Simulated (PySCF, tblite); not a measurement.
**C₂H₁₂SSi₄: geometry, infrared bands and NMR shifts**

Aim: predict the infrared bands and NMR shifts of C₂H₁₂SSi₄ (`C=C[SiH2][SiH2]S[SiH2][SiH3]`).

Programs: tblite 0.8.0 and PySCF 2.14.0, with density-fitted response routines of our own. Each step states its level of theory. These are calculated values for one molecule in the gas phase, unless marked as measured. Atoms count from 0, in the outputs and in this text.

### 1 The molecule as given

19 atoms, charge 0, multiplicity 1; geometry from: force field or distance geometry start.

Bonds of the start (Å): C0–C1 1.33, C1–Si2 1.86, Si2–Si3 2.23, Si3–S4 2.18, S4–Si5 2.16, Si5–Si6 2.24, C0–H7 1.09, C0–H8 1.09, C1–H9 1.09, Si2–H10 1.48, Si2–H11 1.47, Si3–H12 1.47, Si3–H13 1.47, Si5–H14 1.47, Si5–H15 1.47, Si6–H16 1.47, Si6–H17 1.47, Si6–H18 1.46.

### 2 Relaxing the molecule with GFN2-xTB

The job: settings as JSON, then the geometry in Å.

```
{"job": {"kind": "relax", "xc": "GFN2-xTB", "basis": "xTB"}, "charge": 0, "multiplicity": 1}
C     -3.617600     1.339900    -0.121900
C     -3.380100     0.265600    -0.861900
Si    -1.872400    -0.794600    -0.621900
Si    -0.314800     0.497900     0.322300
S      0.958200    -0.894900     1.410200
Si     2.492200    -1.467500    -0.005600
Si     3.830900     0.316000    -0.224400
H     -4.536500     1.882600    -0.349900
H     -2.962400     1.690800     0.673300
H     -4.088500    -0.037200    -1.632600
H     -2.133200    -1.899800     0.330000
H     -1.365700    -1.295000    -1.910400
H     -0.920300     1.484200     1.230900
H      0.525200     1.137800    -0.703900
H      1.850900    -1.730500    -1.303900
H      3.223700    -2.636900     0.510700
H      5.238700    -0.091000    -0.081500
H      3.497800     1.246800     0.864200
H      3.563900     0.995200    -1.485800
```

Started as:

```console
$ OMP_NUM_THREADS=1 python probes_run.py task.json out
```

This one command runs all jobs of the session in turn.

**Question.** This job is followed by: GFN2-xTB harmonic vibrations, gas phase; GIAO PBE0/pcSseg-1 NMR shielding, non-relativistic, gas phase. What will the session give for the following? strongest single infrared mode (GFN2-xTB); zero-point energy (GFN2-xTB); 13C shifts against TMS (PBE0/pcSseg-1); 1H shifts against TMS (PBE0/pcSseg-1, means over atoms taken as alike); 29Si shifts against TMS (PBE0/pcSseg-1); 33S shifts against CS2 (PBE0/pcSseg-1).

As calculated:

| quantity | value |
| --- | --- |
| strongest single infrared mode (GFN2-xTB) | 631 cm⁻¹, 511 km/mol |
| zero-point energy (GFN2-xTB) | 73.3 kcal/mol |
| 13C shifts against TMS (PBE0/pcSseg-1) | 144.2, 139.8 ppm |
| 1H shifts against TMS (PBE0/pcSseg-1, means over atoms taken as alike) | 6.54, 6.33, 5.84, 5.05, 4.89, 4.45, 3.59 ppm |
| 29Si shifts against TMS (PBE0/pcSseg-1) | -58.2, -60.0, -80.3, -117.9 ppm |
| 33S shifts against CS2 (PBE0/pcSseg-1) | -357 ppm |

Relaxing lowered the energy by 0.516 eV in 215 steps; the close pair that moved most is Si2–Si3, from 2.233 to 2.312 Å. All 51 modes are real, so the xTB geometry is a minimum. The strongest single mode, at 631 cm⁻¹, has its largest shares on H11, H10 and H13 (the list is cut at 3 atoms). Unscaled tight-binding wavenumbers are off by several per cent, some by more. Its intensities can rank the bands wrongly. C0 (terminal =CH2 carbon) lies farthest downfield among carbon, at 144.2 ppm; an sp2 carbon of a C=C bond. H9 (hydrogen on an alkene CH) lies farthest downfield among hydrogen, at 6.54 ppm; attached to an sp2 carbon and in the plane of the double bond.
